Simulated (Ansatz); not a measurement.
# Nb: the cost of one run

Method: DFT r2SCAN, scalar-relativistic, plane waves, PAW, in Ansatz 0.2.0.

The COD entry's cell or inner coordinates are ideal or old and differ from later refinements, so a difference from it is no clean test against experiment.

### 1 Starting point

Symmetry: Im-3m, No. 229, cubic system. Conventional cell: a = 3.328 Å, b = 3.328 Å, c = 3.328 Å, α = 90.00°, β = 90.00°, γ = 90.00°. Nb (site symmetry m-3m) has 8 Nb at 2.88 Å in its first shell of neighbours.

As a file:

```
Nb
1.0
    -1.66395    1.66395    1.66395
     1.66395   -1.66395    1.66395
     1.66395    1.66395   -1.66395
Nb
1
Direct
  0.00000 0.00000 0.00000
```

The structure rests on an entry of the Crystallography Open Database; cell or positions may have been set otherwise for this series.

### 2 Relaxing cell and atoms: Nb, no spin

Contents of input.yaml:

```yaml
crystal:
  lattice:
    - [-1.66395, 1.66395, 1.66395]
    - [1.66395, -1.66395, 1.66395]
    - [1.66395, 1.66395, -1.66395]
  atoms:
    - { symbol: Nb, position: [0.0, 0.0, 0.0] }
scf:
  occupations: { method: gaussian, width: 0.2 }
output:
  forces: true
  stress: true
  eigenvalues: true
  write_density: true
  write_potential: true
  elf: true
  volumetric_format: npy
hamiltonian:
  xc: r2scan
relax:
  f_tol: 0.001
  max_steps: 60
  cell: { stress_tol: 0.03 }
kpoints:
  mp_grid: { grid: [20, 20, 20] }
```

Launch:

```sh
$ ansatz run input.yaml --threads 8 --pin off --max-ram 12288MiB --backend cpu --events-out ev --progress --plain --runs-dir out
```

**Question.** How long does this run take on 8 threads of Arm Neoverse N1, shared host, and how much memory does it need?

About 9.9 s, with a peak of 0.45 GiB.
